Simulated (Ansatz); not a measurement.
Relaxation of a periodic cell of 63 atoms, Si$_{62}$P (host Si, host structure diamond, dopant P, one Si atom removed), cell charge -1, to a largest force component of 0.03 eV/Å in at most 60 steps.

These are results of Ansatz 0.2.0, DFT PBE, scalar-relativistic, plane waves, PAW, not measurements. Settings: PAW set soft_1, cutoff 420 eV, k mesh 1x1x1, gaussian smearing 0.02 eV, no spin polarisation.

```xyz
63
Lattice="10.8600 0.0000 0.0000 0.0000 10.8600 0.0000 0.0000 0.0000 10.8600" Properties=species:S:1:pos:R:3
Si 5.423 0.032 -0.008
Si 6.772 1.356 1.350
Si 8.165 2.735 0.021
Si 9.507 4.071 1.357
Si 8.157 0.004 2.705
Si 9.493 1.397 4.044
Si 0.019 -0.012 -0.040
Si 1.356 1.343 1.336
Si 2.705 2.697 0.009
Si 4.080 4.052 1.307
Si 5.377 5.428 0.019
Si 6.773 6.827 1.378
Si 8.148 8.129 0.016
Si 9.537 9.544 1.369
Si 2.685 -0.015 2.681
Si 4.106 1.364 4.061
Si 5.451 2.698 2.737
Si 6.828 4.112 4.039
Si 8.155 5.407 2.733
Si 9.471 6.844 4.098
Si 5.438 0.011 5.391
Si 6.787 1.385 6.792
Si 8.163 2.662 5.403
Si 9.543 4.013 6.807
Si 8.137 -0.066 8.184
Si 9.409 1.415 9.502
Si -0.025 5.431 0.020
Si 1.296 6.832 1.363
Si 2.702 8.121 0.048
Si 4.110 9.500 1.385
Si 0.043 2.686 2.731
P 1.321 4.062 4.110
Si 2.727 5.446 2.771
Si 4.038 6.810 4.075
Si 5.485 8.136 2.749
Si 6.832 9.466 4.056
Si -0.088 -0.035 5.457
Si 1.359 1.379 6.776
Si 2.741 2.733 5.371
Si 4.055 4.025 6.799
Si 5.475 5.412 5.415
Si 6.694 6.781 6.857
Si 8.169 8.177 5.448
Si 9.533 9.497 6.829
Si 2.732 -0.007 8.160
Si 4.077 1.326 9.541
Si 5.402 2.749 8.167
Si 6.802 4.097 9.439
Si 8.152 5.461 8.117
Si 9.555 6.712 9.494
Si 0.017 8.110 2.734
Si 1.368 9.495 4.066
Si 1.359 6.795 6.801
Si 2.689 8.135 5.447
Si 4.041 9.472 6.801
Si 0.017 2.735 8.130
Si 1.380 4.085 9.473
Si 2.670 5.448 8.142
Si 4.133 6.793 9.547
Si 5.352 8.167 8.140
Si 6.800 9.445 9.554
Si 0.010 8.134 8.157
Si 1.389 9.505 9.498
```

**Question.** Where does it end, and by what steps?

**Answer.** The forces met the threshold. Limits of this set-up: coarse k mesh, no spin, though dangling bonds at a vacancy may carry it, a typed lattice constant that wasn't relaxed here, charged cell in a uniform background, uncorrected. After 10 steps the energy has fallen by 1.503 eV; Si20 moved furthest, 0.58 Å.

| step | energy less start (eV) | largest force component (eV/Å) | accepted |
| --- | --- | --- | --- |
| 0 | 0.0000 | 1.348 | yes |
| 1 | -1.1676 | 0.380 | yes |
| 2 | -1.3064 | 0.103 | yes |
| 3 | -1.3148 | 0.278 | yes |
| 4 | -1.3559 | 0.196 | yes |
| 5 | -1.4374 | 0.343 | yes |
| 6 | -1.4776 | 0.171 | yes |
| 7 | -1.4873 | 0.155 | yes |
| 8 | -1.4394 | 0.297 | no |
| 9 | -1.5024 | 0.031 | yes |
| 10 | -1.5029 | 0.012 | yes |

```xyz
63
Lattice="10.8600 0.0000 0.0000 0.0000 10.8600 0.0000 0.0000 0.0000 10.8600" Properties=species:S:1:pos:R:3
Si 5.427 -0.001 0.008
Si 6.811 1.356 1.356
Si 8.175 2.752 0.051
Si 9.558 4.104 1.438
Si 8.167 0.011 2.737
Si 9.542 1.380 4.088
Si -0.010 -0.063 0.021
Si 1.378 1.348 1.288
Si 2.717 2.735 -0.063
Si 4.078 4.037 1.354
Si 5.419 5.415 0.014
Si 6.855 6.745 1.442
Si 8.138 8.121 0.035
Si 9.500 9.438 1.426
Si 2.772 0.048 2.663
Si 4.148 1.348 4.055
Si 5.497 2.737 2.716
Si 6.860 4.105 4.098
Si 8.365 5.502 2.931
Si 9.867 6.780 4.516
Si 5.415 -0.064 5.445
Si 6.736 1.376 6.780
Si 8.176 2.713 5.469
Si 9.506 4.121 6.782
Si 8.091 0.083 8.204
Si 9.515 1.378 9.557
Si 0.001 5.434 -0.006
Si 1.348 6.753 1.390
Si 2.708 8.104 -0.003
Si 4.086 9.469 1.348
Si 0.095 2.696 2.712
P 1.365 4.043 4.074
Si 2.705 5.352 2.731
Si 4.047 6.754 4.085
Si 5.439 8.106 2.726
Si 6.817 9.467 4.084
Si 0.001 -0.005 5.434
Si 1.346 1.381 6.753
Si 2.726 2.694 5.341
Si 3.997 4.104 6.736
Si 5.442 5.433 5.434
Si 6.787 6.795 6.805
Si 8.201 8.144 5.495
Si 9.444 9.594 6.850
Si 2.698 0.012 8.128
Si 4.080 1.357 9.483
Si 5.384 2.754 8.121
Si 6.780 4.075 9.516
Si 8.135 5.434 8.160
Si 9.492 6.795 9.507
Si 0.041 8.098 2.812
Si 1.404 9.568 4.032
Si 0.923 6.787 6.430
Si 2.626 8.098 5.393
Si 4.009 9.439 6.794
Si -0.036 2.718 8.115
Si 1.337 4.106 9.435
Si 2.504 5.502 7.930
Si 3.991 6.745 9.439
Si 5.400 8.124 8.157
Si 6.771 9.492 9.526
Si -0.058 8.149 8.095
Si 1.353 9.469 9.481
```

Whether the end is a true minimum wasn't checked by a vibrational analysis.

The run took 51 s on 4 threads of Arm Neoverse V1, on a shared host, peak memory 1.1 GiB.
